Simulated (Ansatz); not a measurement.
# CH₈OSi₂: small, medium and large basis sets

The task here is to estimate one member of a computed series from the others.

Method: one geometry, several basis sets; program: Ansatz 0.2.0, Gaussian basis.

Plan: PBE0-D4/def2-SVP; ωB97M-V/def2-SVP; PBE0-D4/def2-QZVPP; ωB97M-V/def2-QZVPP; the functionals' def2-TZVPP values are taken from earlier runs.

## Structure used throughout

An earlier PBE0-D4 in a triple-zeta def2 set relaxation fixed the geometry.

SMILES `CO[SiH2][SiH3]`, 12 atoms, charge 0, spin multiplicity 1.

Atoms are counted from 1 here; the program's logs count them from 0.

Bond lengths: C1–O2 1.409 Å, C1–H5 1.091 Å, C1–H6 1.096 Å, C1–H7 1.096 Å, O2–Si3 1.647 Å, Si3–Si4 2.337 Å, Si3–H8 1.494 Å, Si3–H9 1.494 Å, Si4–H10 1.489 Å, Si4–H11 1.487 Å, Si4–H12 1.487 Å. Angles: O2–C1–H5 108.3°, O2–C1–H6 111.4°, O2–C1–H7 111.4°, H5–C1–H6 108.5°, H5–C1–H7 108.5°, H6–C1–H7 108.6°, C1–O2–Si3 122.3°, O2–Si3–Si4 107.0°, O2–Si3–H8 110.4°, O2–Si3–H9 110.4°, Si4–Si3–H8 111.2°, Si4–Si3–H9 111.2°, H8–Si3–H9 106.5°, Si3–Si4–H10 109.1°, Si3–Si4–H11 110.7°, Si3–Si4–H12 110.7°, H10–Si4–H11 108.7°, H10–Si4–H12 108.7° and more.

The first run:

File in.yaml:

```yaml
crystal:
  periodic: [false, false, false]
  atoms:
    - {symbol: C, position_ang: [-0.061473, 2.228295, 0.510880]}
    - {symbol: O, position_ang: [0.254088, 0.855228, 0.547519]}
    - {symbol: Si, position_ang: [-0.369576, -0.219295, -0.534381]}
    - {symbol: Si, position_ang: [0.496333, -2.320540, 0.011371]}
    - {symbol: H, position_ang: [0.471602, 2.724221, 1.323706]}
    - {symbol: H, position_ang: [-1.136533, 2.395495, 0.645830]}
    - {symbol: H, position_ang: [0.246302, 2.684394, -0.437362]}
    - {symbol: H, position_ang: [-1.862557, -0.216396, -0.471040]}
    - {symbol: H, position_ang: [-0.002062, 0.171679, -1.929046]}
    - {symbol: H, position_ang: [-0.040291, -3.331557, -0.940899]}
    - {symbol: H, position_ang: [0.100573, -2.709096, 1.391191]}
    - {symbol: H, position_ang: [1.980396, -2.317627, -0.083767]}
basis:
  gaussian: {orbitals: def2-SVP}
hamiltonian: {xc: pbe0, dispersion: d4}
output: {orbitals: {seedname: orbitals}}
```

Among the steps run: PBE0-D4 in def2-SVP; ωB97M-V in def2-SVP; PBE0-D4 in def2-QZVPP; ωB97M-V in def2-QZVPP.

One table of the session follows, with a row left open; its other results are not shown here.

It belongs to the step «Density functionals: the series». 

```
functional       basis  HOMO (eV)  LUMO (eV)
   PBE0-D4    def2-SVP      -8.08       0.13
   PBE0-D4  def2-TZVPP      -8.12      -0.21
   PBE0-D4  def2-QZVPP      -8.13      -0.29
   ωB97M-V    def2-SVP     -10.15       2.04
   ωB97M-V  def2-TZVPP          ?          ?
   ωB97M-V  def2-QZVPP     -10.20       1.30
```

Q: Estimate the row for ωB97M-V, def2-TZVPP from the others.

As computed: HOMO (eV): -10.19; LUMO (eV): 1.55. In the column «HOMO (eV)» it lies between ωB97M-V, def2-QZVPP (-10.20) and ωB97M-V, def2-SVP (-10.15).
